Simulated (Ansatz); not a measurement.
**F₄HOTa: a ladder of functionals and wavefunction methods**

One table from this session's results is given with a row withheld; the runs are named, their logs left out.

The runs use Ansatz 0.2.0, Gaussian basis; functionals in def2-TZVPP, the program's frozen cores in correlated methods.

Plan: LDA (SPW92), PBE-D4, revPBE-D4, BLYP-D4, r2SCAN-D4, B97M-V, PBE0-D4, B3LYP-D4, r2SCANh-D4, r2SCAN0-D4, HSE06-D4, BHLYP-D4, CAM-B3LYP-D4, LC-ωPBE, ωB97X-V, ωB97M-V, B2PLYP, PBE-QIDH; CCSD(T)/def2-SVP; CCSD(T)/def2-TZVPP; MP2/def2-QZVPP; extrapolation to the limit; RPA on PBE.

## Structure used throughout

All runs share one geometry, relaxed beforehand with PBE0-D4 in a triple-zeta def2 set. Ta takes the def2 core potential; no spin-orbit term is included.

SMILES `[OH][Ta]([F])([F])([F])[F]`, 7 atoms, charge 0, spin multiplicity 1.

Atoms are counted from 1 here; the program's logs count them from 0.

Bond lengths: O1–Ta2 1.869 Å, O1–H7 0.953 Å, Ta2–F3 1.858 Å, Ta2–F4 1.857 Å, Ta2–F5 1.857 Å, Ta2–F6 1.884 Å. Angles: Ta2–O1–H7 178.9°, O1–Ta2–F3 91.7°, O1–Ta2–F4 92.0°, O1–Ta2–F5 91.9°, O1–Ta2–F6 179.7°, F3–Ta2–F4 120.0°, F3–Ta2–F5 120.0°, F3–Ta2–F6 88.0°, F4–Ta2–F5 119.7°, F4–Ta2–F6 88.2°, F5–Ta2–F6 88.2°.

Geometry (Å):

```mol
F4HOTa
  3D, bonds by distance, orders not assigned

  7  6  0  0  0  0  0  0  0  0999 V2000
    0.1408   -1.2431   -0.8394 O   0  0
   -0.0275    0.3012    0.1996 Ta  0  0
    1.0782   -0.3974    1.5190 F   0  0
   -1.8686    0.0925    0.3261 F   0  0
    0.6885    1.3610   -1.1471 F   0  0
   -0.1902    1.8550    1.2534 F   0  0
    0.2401   -2.0369   -1.3573 H   0  0
  1  2  8  0
  2  3  8  0
  2  4  8  0
  2  5  8  0
  2  6  8  0
  1  7  8  0
M  END
```

The first run:

File in.yaml:

```yaml
crystal:
  periodic: [false, false, false]
  atoms:
    - {symbol: O, position_ang: [0.140808, -1.243147, -0.839420]}
    - {symbol: Ta, position_ang: [-0.027515, 0.301194, 0.199637]}
    - {symbol: F, position_ang: [1.078179, -0.397439, 1.519001]}
    - {symbol: F, position_ang: [-1.868596, 0.092456, 0.326121]}
    - {symbol: F, position_ang: [0.688496, 1.360991, -1.147086]}
    - {symbol: F, position_ang: [-0.190248, 1.854992, 1.253352]}
    - {symbol: H, position_ang: [0.240076, -2.036948, -1.357304]}
basis:
  gaussian: {orbitals: def2-TZVPP}
hamiltonian: {xc: lda}
output: {orbitals: {seedname: orbitals}}
```

On the command line:

```
> ansatz run in.yaml --threads 4 --pin off --events-out ev --progress --plain --max-ram 10444MiB
```

Steps of the session up to this table: LDA; PBE-D4 (GGA); revPBE-D4 (GGA); BLYP-D4 (GGA); r2SCAN-D4 (meta-GGA); B97M-V (meta-GGA); PBE0-D4 (hybrid); B3LYP-D4 (hybrid); r2SCANh-D4 (hybrid); r2SCAN0-D4 (hybrid); HSE06-D4 (hybrid); BHLYP-D4 (hybrid); CAM-B3LYP-D4 (range-separated); LC-ωPBE (range-separated); ωB97X-V (range-separated); ωB97M-V (range-separated); B2PLYP (double hybrid); PBE-QIDH (double hybrid).

One of the session's tables, all rows but one given; the rest of the session is left out.

It belongs to the step «Frontier levels by functional». 

```
  functional  HOMO (eV)  LUMO (eV)  gap (eV)
 LDA (SPW92)      -9.10      -2.71      6.39
      PBE-D4      -8.83      -2.42      6.40
   revPBE-D4      -8.72      -2.31      6.41
     BLYP-D4      -8.74      -2.35      6.39
   r2SCAN-D4      -9.26      -2.32      6.94
      B97M-V      -9.32      -2.26      7.06
     PBE0-D4     -10.65      -1.63      9.02
    B3LYP-D4     -10.36      -1.90      8.47
  r2SCANh-D4      -9.94      -2.02      7.91
  r2SCAN0-D4     -10.96      -1.56      9.40
    HSE06-D4     -10.23      -2.01      8.22
    BHLYP-D4     -12.40      -0.69     11.71
CAM-B3LYP-D4     -12.18      -0.50     11.68
     LC-ωPBE     -13.51       0.83     14.34
     ωB97X-V          ?          ?         ?
     ωB97M-V     -13.10       0.66     13.76
```

**Question.** Estimate the row for ωB97X-V.

The run gave: HOMO (eV): -13.16; LUMO (eV): 0.72; gap (eV): 13.87. In the column «HOMO (eV)» it lies between LC-ωPBE (-13.51) and ωB97M-V (-13.10).
